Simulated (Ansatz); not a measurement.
# RPA@PBE/def2-SVP run of C2H4NOSi (SMILES C[SiH]N=C=O)

Aim: the vertical doublet–quartet gap of C2H4NOSi at RPA@PBE/def2-SVP, from 2 runs. 

Program for the calculation: Ansatz 0.2.0.

104 further runs of the same task are left out: 104 set aside as unsound or not needed.

### 1 Starting point

C2H4NOSi: 9 atoms, total charge 0, spin state doublet. SMILES: `C[SiH]N=C=O`. The shape is that of a PBE0-D4/def2-TZVP optimisation. This is one conformer, not always the lowest.

Bond lengths: C1–Si2 1.865 Å, Si2–N3 1.715 Å, N3–C4 1.195 Å, C4–O5 1.166 Å, C1–H6 1.094 Å, C1–H7 1.091 Å, C1–H8 1.092 Å, Si2–H9 1.490 Å. Some angles: C1–Si2–N3 109.4°, Si2–N3–C4 161.1°, N3–C4–O5 178.3°, C1–Si2–H9 111.9°, N3–Si2–H9 107.3°, Si2–C1–H6 110.2°, Si2–C1–H7 111.1°, Si2–C1–H8 110.1°, H6–C1–H7 108.5°, H6–C1–H8 108.5°.

### 2 The energy at RPA@PBE/def2-SVP

Input file in.yaml:

```yaml
crystal:
  periodic: [false, false, false]
  atoms:
    - symbol: C
      position_ang: [-0.230800, 0.936500, 1.233300]
    - symbol: Si
      position_ang: [-0.019100, 0.717300, -0.606900]
    - symbol: N
      position_ang: [0.147000, -0.951200, -0.966600]
    - symbol: C
      position_ang: [-0.027700, -2.022300, -1.465700]
    - symbol: O
      position_ang: [-0.174100, -3.081100, -1.930900]
    - symbol: H
      position_ang: [0.625000, 0.510600, 1.765400]
    - symbol: H
      position_ang: [-1.138100, 0.442600, 1.585600]
    - symbol: H
      position_ang: [-0.298200, 1.998600, 1.479400]
    - symbol: H
      position_ang: [1.204500, 1.402700, -1.110500]
basis:
  gaussian: {orbitals: def2-SVP}
magnetization: {spin_polarized: true, initial_magnetization: 1}
hamiltonian: {xc: pbe}
correlation: {method: rpa, frozen_orbitals: {C: 1, H: 0, "N": 1, O: 1, Si: 5}}
accuracy: high
```

Run with:

```
$ ansatz run in.yaml --threads 1 --pin off --max-ram 3480MiB --events-out events.jsonl --progress --plain --runs-dir runs
```

The log of the run:

```text
Warning: RAYON_NUM_THREADS=1 ignored (pool sized by the plan → 1); use --threads N
Functional definition: PBE
  name "PBE"
  parameter kappa = 0.804
  parameter beta = 0.06672455060314922
  exchange = pbe_x(kappa = kappa, mu = beta*pi^2/3)
  correlation = pbe_c(beta = beta)
2091 factors; integrals over basis functions are off by at most 3.8e-9 eV
mean field evaluation 1: about -13524.2007 eV, gradient 5.3e1 eV
mean field evaluation 2: about -13524.1869 eV, gradient 5.3e1 eV
mean field evaluation 4: about -13535.5872 eV, gradient 1.3e1 eV
mean field evaluation 8: about -13536.4299 eV, gradient 3.5e-1 eV
mean field evaluation 16: about -13536.4284 eV, gradient 3.5e-4 eV
mean field evaluation 32: about -13520.8058 eV, gradient 4.5e1 eV
mean field -13536.42842110 eV, -497.4545691546 hartree, gradient 1.9e-8 eV, S^2 0.751540; 0 other end points of the search recorded, 0 dependent functions left out
9 core orbitals not correlated: weight in the atoms' cores, before any rotation towards them, 1.000 or more for the frozen orbitals, at most 0.000 for the correlated occupied ones
reference -13497.59960240 eV, -496.0276363864 hartree; 14, 13 occupied and 71, 72 virtual orbitals, 2091 factors
Total energy: -13526.89852010 eV, -497.1043517524 hartree
```

It took 20 s on 1 thread of Arm Neoverse V1, shared host; peak memory 0.37 GiB.

### 3 The quartet at the same level

Input file in.yaml:

```yaml
basis:
  gaussian: {orbitals: def2-SVP}
crystal:
  periodic: [false, false, false]
  atoms:
    - {symbol: C, position_ang: [-0.230800, 0.936500, 1.233300]}
    - {symbol: Si, position_ang: [-0.019100, 0.717300, -0.606900]}
    - {symbol: N, position_ang: [0.147000, -0.951200, -0.966600]}
    - {symbol: C, position_ang: [-0.027700, -2.022300, -1.465700]}
    - {symbol: O, position_ang: [-0.174100, -3.081100, -1.930900]}
    - {symbol: H, position_ang: [0.625000, 0.510600, 1.765400]}
    - {symbol: H, position_ang: [-1.138100, 0.442600, 1.585600]}
    - {symbol: H, position_ang: [-0.298200, 1.998600, 1.479400]}
    - {symbol: H, position_ang: [1.204500, 1.402700, -1.110500]}
hamiltonian: {xc: pbe}
magnetization: {spin_polarized: true, initial_magnetization: 3}
total_charge: 0
correlation: {method: rpa, frozen_orbitals: {C: 1, H: 0, "N": 1, O: 1, Si: 5}}
accuracy: high
```

Run with:

```
$ ansatz run in.yaml --threads 1 --pin off --max-ram 3480MiB --events-out events.jsonl --progress --plain --runs-dir runs
```

The log of the run (excerpt; [...] marks lines left out):

```text
Warning: RAYON_NUM_THREADS=1 ignored (pool sized by the plan → 1); use --threads N
[... 2 set-up lines as earlier in the session ...]
[...]
2091 factors; integrals over basis functions are off by at most 3.8e-9 eV
[...]
mean field -13529.91313897 eV, -497.2151369528 hartree, gradient 9.1e-8 eV, S^2 3.753066; 10 other end points of the search recorded, 0 dependent functions left out
9 core orbitals not correlated: weight in the atoms' cores, before any rotation towards them, 1.000 or more for the frozen orbitals, at most 0.000 for the correlated occupied ones
reference -13489.98662076 eV, -495.7478644716 hartree; 15, 12 occupied and 70, 73 virtual orbitals, 2091 factors
Total energy: -13519.78716581 eV, -496.8430143025 hartree
```

Wall time 41 s (1 thread of Arm Neoverse V1, shared host); peak memory 0.43 GiB.

### 4 Summary of results

At RPA@PBE/def2-SVP, 9 core orbitals frozen:

| quantity | value |
| --- | --- |
| doublet: total energy | -497.10435 Eh |
| doublet: RPA correlation energy (valence) | -1076.7 mEh |
| doublet: ⟨S²⟩ of the reference determinant | 0.752 |
| quartet: total energy | -496.84301 Eh |
| quartet: RPA correlation energy (valence) | -1095.1 mEh |
| quartet: ⟨S²⟩ of the reference determinant | 3.753 |
| vertical energy of the quartet above the doublet | 7.111 eV |

What this shows: At this shape the quartet lies 7.11 eV (164 kcal/mol) above the doublet.
